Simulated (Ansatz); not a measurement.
CH7BOSi, SMILES C[SiH2]BO, an atomisation energy

Program: the Python package of Ansatz (0.2.0).

The script reads `ch7bosi.xyz`:
```text
11

C    -0.28600    1.35150   -0.55580
Si    0.52850   -0.25090   -0.74320
B    -0.03520   -1.42670    0.68920
O    -0.88500   -0.96030    1.70320
H    -1.43030    1.23530   -0.62650
H    -0.06160    1.87300    0.40260
H     0.00300    2.06890   -1.39120
H     0.20820   -0.84040   -2.03680
H     1.99070   -0.02380   -0.64740
H     0.44420   -2.51950    0.78840
H    -0.41120   -0.56410    2.43810
```

Notebook, run cell by cell (the value of a cell's last expression is shown):

```python
from collections import Counter

import ansatz as az
```

```python
def single_point(molecule, charge=0, unpaired=0):
    calc = molecule.calculation().basis(gaussian="aug-cc-pVDZ").functional("r2scan")
    if charge:
        calc = calc.charge(charge)
    if unpaired:
        calc = calc.spin("collinear", total=unpaired)
    return calc.run().report["free_energy_ev"]

mol = az.Crystal.molecule_from_extxyz("ch7bosi.xyz")
```

```python
# Hund ground states
unpaired = {"C": 2, "Si": 2, "B": 1, "O": 2, "H": 1}
counts = Counter(site.symbol for site in mol.cartesian_sites)
atom_energy = {s: single_point(az.Crystal.molecule().atom(s, (0, 0, 0)), 0, unpaired[s]) for s in counts}
whole = single_point(mol, 0, 0)
for s, e in atom_energy.items():
    print(f"{s:2s} x{counts[s]}  {e:14.5f} eV")
print(f"CH7BOSi: {whole:.5f} eV")
split = sum(counts[s] * e for s, e in atom_energy.items()) - whole
print(f"atomisation energy (no zero-point term): {split:.3f} eV, {split / sum(counts.values()):.3f} eV an atom")
```

    C  x1     -1029.34803 eV
    Si x1     -7873.32947 eV
    B  x1      -670.34466 eV
    O  x1     -2041.92248 eV
    H  x7       -13.59129 eV
    CH7BOSi: -11749.39995 eV
    atomisation energy (no zero-point term): 39.316 eV, 3.574 eV an atom

39.316 eV from the electronic energies, without the zero-point term.

What to keep in mind:
- Total energies depend on the basis set; only differences at equal settings carry meaning.
- The geometry is a force-field or estimated start, not a minimum of this method, and the basis set is short of its limit. All parts are taken at fixed geometry, without zero-point energy.
- For Al to Cl the sets with a tight d function, cc-pV(X+d)Z, are usual.
- Run time: 16 s on 1 thread of Arm Neoverse V1 (shared host), peak memory 0.28 GiB.
